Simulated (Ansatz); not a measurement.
**AlF2HS: one species, many methods**

One table from this session's results is given with a row withheld; the runs are named, their logs left out.

Method: functionals in def2-TZVPP, the program's frozen cores in correlated methods; program: Ansatz 0.2.0, Gaussian basis.

The runs, in order: LDA (SPW92), PBE-D4, revPBE-D4, BLYP-D4, r2SCAN-D4, B97M-V, PBE0-D4, B3LYP-D4, r2SCANh-D4, r2SCAN0-D4, HSE06-D4, BHLYP-D4, CAM-B3LYP-D4, LC-ωPBE, ωB97X-V, ωB97M-V, B2PLYP, PBE-QIDH; CCSD(T)/def2-SVP; CCSD(T)/def2-TZVPP; MP2/def2-QZVPP; extrapolation to the limit; RPA on PBE.

## The relaxed structure

All runs share one geometry, relaxed beforehand with PBE0-D4 in a triple-zeta def2 set.

5 atoms, charge 0, spin multiplicity 1.

Atoms are counted from 1 here; the program's logs count them from 0.

Bond lengths: F1–Al2 1.638 Å, Al2–F3 1.635 Å, Al2–S4 2.153 Å, S4–H5 1.346 Å. Angles: F1–Al2–F3 119.3°, F1–Al2–S4 121.0°, F3–Al2–S4 119.7°, Al2–S4–H5 91.6°.

The first run:

Input file in.yaml:

```yaml
crystal:
  periodic: [false, false, false]
  atoms:
    - {symbol: F, position_ang: [0.892196, 0.387858, 1.495497]}
    - {symbol: Al, position_ang: [0.340259, -0.464678, 0.210979]}
    - {symbol: F, position_ang: [0.820593, -2.015593, 0.014607]}
    - {symbol: S, position_ang: [-1.003416, 0.425729, -1.216034]}
    - {symbol: H, position_ang: [-0.999732, 1.592985, -0.546450]}
basis:
  gaussian: {orbitals: def2-TZVPP}
hamiltonian: {xc: lda}
output: {orbitals: {seedname: orbitals}}
```

Among the steps run: LDA; PBE-D4 (GGA); revPBE-D4 (GGA); BLYP-D4 (GGA); r2SCAN-D4 (meta-GGA); B97M-V (meta-GGA); PBE0-D4 (hybrid); B3LYP-D4 (hybrid); r2SCANh-D4 (hybrid); r2SCAN0-D4 (hybrid); HSE06-D4 (hybrid); BHLYP-D4 (hybrid); CAM-B3LYP-D4 (range-separated); LC-ωPBE-D4 (range-separated; the results give it without D4); ωB97X-V (range-separated); ωB97M-V (range-separated); B2PLYP (double hybrid); PBE-QIDH (double hybrid).

One table of the session follows, with a row left open; its other results are not shown here.

It belongs to the step «Frontier levels by functional». 

```
  functional  HOMO (eV)  gap (eV)
 LDA (SPW92)      -7.26      5.02
      PBE-D4          ?         ?
   revPBE-D4      -7.05      5.25
     BLYP-D4      -6.92      5.01
   r2SCAN-D4      -7.40      5.93
      B97M-V      -7.44      5.72
     PBE0-D4      -8.36      7.27
    B3LYP-D4      -8.09      6.67
  r2SCANh-D4      -7.86      6.66
  r2SCAN0-D4      -8.54      7.73
    HSE06-D4      -7.95      6.49
    BHLYP-D4      -9.43      9.07
CAM-B3LYP-D4      -9.67      9.44
     LC-ωPBE     -11.10     12.19
     ωB97X-V     -10.71     11.61
     ωB97M-V     -10.54     11.10
```

Estimate the missing values for PBE-D4.

As computed: HOMO (eV): -7.11; gap (eV): 5.16. In the column «HOMO (eV)» it lies between LDA (SPW92) (-7.26) and revPBE-D4 (-7.05).
